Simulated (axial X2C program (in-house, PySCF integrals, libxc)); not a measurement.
# Linear SHfS at several levels

An exercise on one series of results from a longer session: the logs are not shown, and one member is left open.

The runs use an in-house X2C program for linear molecules on PySCF integrals; all-electron X2C, two-component (2c) or spin-free, S dyall-av3z, Hf dyall-v3z.

All values are calculated.

2 further runs of the same task are left out: 2 set aside as unsound or not needed.

Set-up of the first run:

The input, task.json:

```json
{"zs": [16, 72, 16], "q": 0, "bas": ["dyall-av3z", "dyall-v3z", "dyall-av3z"], "r0": [2.22, 2.22], "symm": 1, "scan": ["PBE0", "HF", "LDA"], "levels": ["PBE0", "HF", "TPSSh"], "nst": 2}
```

Keys: zs atomic numbers; q charge; bas basis sets; r0 starting distance in Å; symm equal bonds; scan levels of the two-bond scan (MP2 follows by itself at each HF point); levels methods; nst determinants followed.

Run with:

```sh
python solin.py task.json out
```

Masses S 31.972, Hf 179.947, S 31.972 u.

Among the steps run: Scan at PBE0, 2c; Scan at HF, 2c; Scan at MP2, 2c.

One table of the session follows, with a row left open; its other results are not shown here.

| level | r(S–Hf) (Å) | r(Hf–S) (Å) | lower stretch (cm⁻¹) | upper stretch (cm⁻¹) |
| --- | --- | --- | --- | --- |
| PBE0, 2c | 2.265 | 2.265 | 463.7 | 465.2 |
| HF, 2c | 2.270 | 2.270 | 495.6 | 501.6 |
| MP2, 2c | 2.285 | 2.285 | 454.7 | 465.0 |
| PBE0, spin-free | 2.266 | 2.266 | 464.5 | 464.6 |
| HF, spin-free | ? | ? | ? | ? |
| MP2, spin-free | 2.286 | 2.286 | 455.4 | 464.0 |

**Question.** Estimate the row for HF, spin-free.

The run gave: r(S–Hf) (Å): 2.271; r(Hf–S) (Å): 2.271; lower stretch (cm⁻¹): 496.3; upper stretch (cm⁻¹): 501.3. In the column «r(S–Hf) (Å)» it lies between HF, 2c (2.270) and MP2, 2c (2.285).

Scans not shown above were run alike.

MP2 freezes inner shells (threshold -2 hartree). The molecule was held linear; bending was not examined, so a bent shape may lie lower.
